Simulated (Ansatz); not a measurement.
**RuNH₂ (quartet): wave-function methods side by side, def2-SVP**

One table from this session's results is given with a row withheld; the runs are named, their logs left out.

Method: def2-SVP, core rule «outside noble gas», up to 5 orbitals frozen; program: Ansatz 0.2.0, Gaussian basis.

The runs, in order: UHF; CCSD(T) on ROHF; CCSD(T) on UHF; CISD; CCSDT(Q) on ROHF; CCSDT(Q) on UHF; CASSCF and MRCISD+Q, 15 electrons in 12 orbitals; CASSCF and NEVPT4(SD), 15 electrons in 12 orbitals; CASSCF and NEVPT2, 15 electrons in 12 orbitals.

5 further runs of the same task are left out: 5 set aside as unsound or not needed.

## The system

The geometry is a PBE0/def2-TZVP stationary point (not a proven minimum) of the parent state, kept for this charge and spin. No spin-orbit coupling is included. Elements past krypton take def2 core potentials.

4 atoms, charge 0, spin multiplicity 4.

Atoms are counted from 1 here; the program's logs count them from 0.

Bond lengths: Ru1–N2 1.873 Å, N2–H3 1.011 Å, N2–H4 1.011 Å. Angles: Ru1–N2–H3 124.2°, Ru1–N2–H4 124.2°, H3–N2–H4 111.7°.

Geometry (Å):

```
Ru    0.00000    0.00000    0.26600
N     0.00000    0.00000   -1.60651
H     0.00000    0.83655   -2.17401
H     0.00000   -0.83655   -2.17401
```

The first run:

Contents of in.yaml:

```yaml
crystal:
  periodic: [false, false, false]
  atoms:
    - {symbol: Ru, position_ang: [0.000000, 0.000000, 0.265998]}
    - {symbol: N, position_ang: [0.000000, 0.000000, -1.606505]}
    - {symbol: H, position_ang: [0.000000, 0.836554, -2.174006]}
    - {symbol: H, position_ang: [0.000000, -0.836554, -2.174006]}
basis:
  gaussian: {orbitals: def2-SVP}
magnetization: {spin_polarized: true, initial_magnetization: 3}
hamiltonian: {xc: hf}
output: {orbitals: {seedname: orbitals}}
```

Run with:

```bash
> ansatz run in.yaml --threads 1 --pin off --events-out ev --progress --plain --max-ram 4096MiB --backend cpu
```

Among the steps run: UHF; CCSD(T) on ROHF; CCSD(T) on UHF; CISD; CCSDT(Q) on ROHF; CCSDT(Q) on UHF; CASSCF and MRCISD+Q, 15 electrons in 12 orbitals; CASSCF and NEVPT4(SD), 15 electrons in 12 orbitals; CASSCF and NEVPT2, 15 electrons in 12 orbitals.

One table of the session follows, with a row left open; its other results are not shown here.

It belongs to the step «Misses and costs». 

```
            method  from RCCSDT(Q) (meV)
              ROHF               +9941.3
               UHF               +9725.6
              RMP2                +836.0
              UMP2                +739.2
             RCCSD                +380.0
             UCCSD                +297.9
          RCCSD(T)                 +47.1
          UCCSD(T)                 -31.2
            RCCSDT                 +17.2
            UCCSDT                 -60.3
         RCCSDT(Q)                     0
         UCCSDT(Q)                 -86.6
    CASSCF valence               +7839.9
    NEVPT2 valence               +1440.7
NEVPT4(SD) valence                +244.0
    MRCISD valence                +817.8
  MRCISD+Q valence                     ?
```

Estimate the missing values for MRCISD+Q valence.

**Answer.** from RCCSDT(Q) (meV): +201.5. In the column «from RCCSDT(Q) (meV)» it lies between RCCSD(T) (+47.1) and NEVPT4(SD) valence (+244.0).

Caveats from the session: Restricted and unrestricted rows rest on different reference determinants; where their highest levels disagree by more than a few hundredths of an eV, they describe different states and don't form one ladder.
